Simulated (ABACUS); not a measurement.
Runs of ABACUS 3.10.1 on HPbNO4. The typed cell holds 7 atoms: a = 4.275 Å, b = 5.609 Å, c = 5.670 Å, α = 100.02°, β = 111.92°, γ = 111.82°. The cell was built by a generator and needn't be a form met in nature.

```csv
level,V0 of scaled cells (Å³/atom),B0 (GPa)
PBEsol,(b),(a)
LDA,15.65,86
PBE,16.32,77
r2SCAN,15.75,85
WC,15.98,81
```

Alike in all rows: task equation of state; potentials or basis SG15 ONCV 1.2 PBE, DZP LCAO (the cutoffs set its grid); no spin polarisation; cell as given; k mesh 6 × 4 × 4; cutoff (eV) 1361; smearing fermi-dirac 0.05 eV.

Estimate the missing entries.

(a) 82; (b) 15.95.

Caveats: the atomic orbitals were generated for these runs and aren't a published set; the cell was scaled at fixed shape and fractional positions, which overstates the stiffness of a crystal with free parameters, most of all of layers and chains; the basis of atomic orbitals isn't converged, which shifts pressures, moduli and gaps; the potentials were made for another functional, which shifts forces and pressure (some runs).
